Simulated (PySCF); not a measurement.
# CH3F3OSn (SMILES FC(F)(F)[O][SnH3]) at 6 levels

We compute a comparison of 6 runs (HF/STO-3G, HF/3-21G, HF/def2-SVP, PBE0/def2-SVP, TPSS/def2-SVP, CCSD(T)/def2-SVP) of CH3F3OSn. 

The results are computed with PySCF 2.14.0.

1 further run of the same task is left out (set aside as unsound or not needed).

## 1. Starting point

The species is CH3F3OSn (9 atoms), meant as a singlet with charge 0. As SMILES, `FC(F)(F)[O][SnH3]`. Geometry: relaxed at PBE0-D4/def2-TZVP.

Bond lengths: F1–C2 1.333 Å, C2–F3 1.361 Å, C2–F4 1.348 Å, C2–O5 1.309 Å, O5–Sn6 2.012 Å, Sn6–H7 1.696 Å, Sn6–H8 1.696 Å, Sn6–H9 1.694 Å. Some angles: F1–C2–F3 107.0°, F1–C2–F4 107.0°, F1–C2–O5 111.4°, F3–C2–F4 105.5°, F3–C2–O5 112.5°, F4–C2–O5 113.0°, C2–O5–Sn6 121.9°, O5–Sn6–H7 105.4°, O5–Sn6–H8 106.2°, O5–Sn6–H9 100.0°.

## 2. Energy and gradient at HF/STO-3G (run 1)

run.py

```python
from pyscf import gto

mol = gto.Mole()
mol.atom = '''
F    2.155800   0.082500  -1.496300
C    1.001700  -0.310200  -0.957500
F    0.012900   0.082400  -1.806200
F    0.989900  -1.658100  -0.989100
O    0.849300   0.174000   0.248800
Sn  -0.964800   0.361600   1.099400
H   -1.622400   1.782700   0.447400
H   -1.819900  -1.050300   0.708500
H   -0.513900   0.489200   2.727800
'''
mol.basis = 'sto-3g'
mol.verbose = 3
mol.max_memory = 1860
mol.build()

mf = mol.RHF()
mf.conv_tol = 1e-10
mf.kernel()
if not mf.converged:
    mf = mf.newton().run(mf.mo_coeff, mf.mo_occ)

etot = mf.e_tot
print('E(%s) = %.9f' % ('HF', etot))
grad = mf.nuc_grad_method().kernel()
mf.analyze()
```

Command:

```sh
$ OMP_NUM_THREADS=1 python run.py
```

Output:

```text
converged SCF energy = -6370.45292145182
[... 15 lines left out ...]
MO #6   energy= -29.6466945372804  occ= 2
[... 6 lines left out ...]
MO #13  energy= -20.194588022828   occ= 2
[... 6 lines left out ...]
MO #20  energy= -4.8519150803159   occ= 2
[... 6 lines left out ...]
MO #27  energy= -1.28530063178755  occ= 2
[... 6 lines left out ...]
MO #34  energy= -0.67135725705675  occ= 2
[... 6 lines left out ...]
MO #41  energy= -0.445587179142212 occ= 2
[... 6 lines left out ...]
MO #48  energy= 0.333190838023217  occ= 0
[... 6 lines left out ...]
MO #55  energy= 0.820985904285925  occ= 0
[... 10 lines left out ...]
Dipole moment(X, Y, Z, Debye): -2.73742,  0.64524,  2.12807
```

It took 6 s on 1 thread of Intel Xeon at 2.70GHz, shared host; peak memory 0.13 GiB.

## 3. Energy and gradient at HF/3-21G (run 2)

calc.py

```python
# FC(F)(F)[O][SnH3]
import pyscf.grad
from pyscf import gto, scf

mol = gto.M(
    atom='''
F      2.155800     0.082500    -1.496300
C      1.001700    -0.310200    -0.957500
F      0.012900     0.082400    -1.806200
F      0.989900    -1.658100    -0.989100
O      0.849300     0.174000     0.248800
Sn    -0.964800     0.361600     1.099400
H     -1.622400     1.782700     0.447400
H     -1.819900    -1.050300     0.708500
H     -0.513900     0.489200     2.727800
''',
    basis='3-21g',
    spin=0,
    verbose=4,
    max_memory=1860,
)

mf = scf.RHF(mol)
mf.conv_tol = 1e-10
mf.kernel()
if not mf.converged:
    mf = mf.newton().run(mf.mo_coeff, mf.mo_occ)

energy = mf.e_tot
print('E(%s) = %.9f' % ('HF', energy))
grad = mf.Gradients().kernel()
dip = mf.dip_moment()
pop, q = mf.mulliken_pop()
```

Command:

```sh
$ OMP_NUM_THREADS=1 python calc.py
```

Output:

```text
PySCF version 2.14.0

[... 63 lines left out ...]
converged SCF energy = -6406.87391056367
[... 12 lines left out ...]
Dipole moment(X, Y, Z, Debye): -3.52898,  0.81870,  2.78382
[... 92 lines left out ...]
charge of    8H =     -0.22634
```

Wall time 9 s (1 thread of Intel Xeon at 2.70GHz, shared host); peak memory 0.16 GiB.

Run 3 isn't shown in full; the table further down has it.

## 4. Energy and forces at PBE0/def2-SVP (core potential) (run 4)

input.xyz

```xyz
9
CH3F3OSn
F      2.155800     0.082500    -1.496300
C      1.001700    -0.310200    -0.957500
F      0.012900     0.082400    -1.806200
F      0.989900    -1.658100    -0.989100
O      0.849300     0.174000     0.248800
Sn    -0.964800     0.361600     1.099400
H     -1.622400     1.782700     0.447400
H     -1.819900    -1.050300     0.708500
H     -0.513900     0.489200     2.727800
```

calc.py

```python
# FC(F)(F)[O][SnH3]
import pyscf.grad
from pyscf import gto, dft

system = gto.Mole()
system.atom = 'input.xyz'
system.basis = 'def2-svp'
system.ecp = {'Sn': 'def2-svp'}
system.max_memory = 1860
system.verbose = 4
system.build()

calc0 = dft.RKS(system, xc='pbe0')
calc0.conv_tol = 1e-10
calc0.grids.level = 5
calc0.kernel()
if not calc0.converged:
    calc0 = calc0.newton().run(calc0.mo_coeff, calc0.mo_occ)

e_final = calc0.e_tot
print('Final energy', e_final)
grad = calc0.Gradients().kernel()
calc0.analyze()
```

Command:

```sh
$ OMP_NUM_THREADS=1 python calc.py
```

Output:

```text
PySCF version 2.14.0

[... 99 lines left out ...]
Two-electron Coulomb Energy =          776.092650485345871
[... 15 lines left out ...]
MO #13  energy= -1.11109268970004  occ= 2
[... 13 lines left out ...]
MO #27  energy= -0.439563257226572 occ= 2
[... 13 lines left out ...]
MO #41  energy= 0.208182696166857  occ= 0
[... 13 lines left out ...]
MO #55  energy= 0.711384323091801  occ= 0
[... 13 lines left out ...]
MO #69  energy= 1.43027699062296   occ= 0
[... 13 lines left out ...]
MO #83  energy= 1.94446904048941   occ= 0
[... 13 lines left out ...]
MO #97  energy= 3.07585868888191   occ= 0
[... 13 lines left out ...]
MO #111 energy= 51.8889976670152   occ= 0
[... 123 lines left out ...]
Dipole moment(X, Y, Z, Debye): -3.08238,  0.79464,  2.58973
```

Run time: 50 s. Hardware: 1 thread of Intel Xeon at 2.70GHz, shared host; peak memory 1.1 GiB.

Run 5 isn't shown in full; the table further down has it.

## 5. A single-point energy at CCSD(T)/def2-SVP (core potential) (run 6)

input.py

```python
from pyscf import gto, cc

system = gto.M(
    atom=[
    ('F', (2.155800, 0.082500, -1.496300)),
    ('C', (1.001700, -0.310200, -0.957500)),
    ('F', (0.012900, 0.082400, -1.806200)),
    ('F', (0.989900, -1.658100, -0.989100)),
    ('O', (0.849300, 0.174000, 0.248800)),
    ('Sn', (-0.964800, 0.361600, 1.099400)),
    ('H', (-1.622400, 1.782700, 0.447400)),
    ('H', (-1.819900, -1.050300, 0.708500)),
    ('H', (-0.513900, 0.489200, 2.727800)),
],
    basis='def2-svp',
    verbose=3,
    charge=0,
    ecp={'Sn': 'def2-svp'},
    max_memory=1860,
)

mf = system.RHF()
mf.conv_tol = 1e-10
mf.kernel()
if not mf.converged:
    mf = mf.newton().run(mf.mo_coeff, mf.mo_occ)

mycc = cc.CCSD(mf, frozen=9)
mycc.kernel()
e_t = mycc.ccsd_t()
e_final = mycc.e_tot + e_t
print('Final energy', e_final)
mf.analyze()
```

Command:

```sh
$ OMP_NUM_THREADS=1 python input.py
```

Output:

```text
converged SCF energy = -625.827726848204
[... 10 lines left out ...]
MO #7   energy= -4.10690614318121  occ= 2
[... 12 lines left out ...]
MO #20  energy= -0.833190542637617 occ= 2
[... 12 lines left out ...]
MO #33  energy= -0.47481152372802  occ= 2
[... 12 lines left out ...]
MO #46  energy= 0.488063500779548  occ= 0
[... 12 lines left out ...]
MO #59  energy= 1.30154061316987   occ= 0
[... 12 lines left out ...]
MO #72  energy= 1.78931241681364   occ= 0
[... 12 lines left out ...]
MO #85  energy= 2.28933529224677   occ= 0
[... 12 lines left out ...]
MO #98  energy= 3.44181135089194   occ= 0
[... 12 lines left out ...]
MO #111 energy= 52.415721504612    occ= 0
[... 10 lines left out ...]
Dipole moment(X, Y, Z, Debye): -3.41722,  0.85857,  2.83153
```

Wall time 2.9 min (1 thread of Intel Xeon at 2.70GHz, shared host); peak memory 1.2 GiB.

## 6. The series

```
run                              level  core potential  integration grid   energy (Eh)  dipole moment (D) of the reference  HOMO energy (eV)  LUMO energy (eV)  wall time
  1                          HF/STO-3G               –                 –  -6370.452921                                3.53             -9.59              9.07        6 s
  2                           HF/3-21G               –                 –  -6406.873911                                4.57            -12.88              2.25        9 s
  3       HF/def2-SVP (core potential)        def2-svp                 –   -625.827727                                4.52            -12.92              2.05       16 s
  4     PBE0/def2-SVP (core potential)        def2-svp                 5   -628.252333                                4.10             -9.25             -0.82       50 s
  5     TPSS/def2-SVP (core potential)        def2-svp                 5   -628.598112                                3.81             -7.67             -1.46       93 s
  6  CCSD(T)/def2-SVP (core potential)        def2-svp                 –   -626.855027                                4.52            -12.92              2.05    2.9 min
```

## 7. Outcome

```
                                          quantity          value
                               run 6: total energy  -626.85503 Eh
       run 6: dipole moment (Hartree–Fock density)         4.52 D
        run 6: HOMO energy (Hartree–Fock orbitals)      -12.92 eV
        run 6: LUMO energy (Hartree–Fock orbitals)        2.05 eV
      run 6: HOMO–LUMO gap (Hartree–Fock orbitals)       14.97 eV
run 6: correlation energy (9 core orbitals frozen)    -1027.3 mEh
                             run 6: (T) correction     -21.30 mEh
                              run 6: T1 diagnostic          0.011
```

In words: Over runs 1, 2, 3, 4, 5 the dipole moment (its size) runs from 3.53 D (HF/STO-3G) to 4.57 D (HF/3-21G). Over runs 1, 2, 3, 4, 5 the HOMO–LUMO gap runs from 6.22 eV (TPSS/def2-SVP) to 18.66 eV (HF/STO-3G). The two ends differ in method and basis and core potential. Totals of different functionals can't be ranked against each other. Some runs of one species differ in core potentials or relativity; totals across that change don't compare. In run 1 the basis is minimal, so the values are rough. In runs 1, 2 relativity is left out where basis or elements ask for it. All runs together took 5.8 min, the longest 2.9 min.
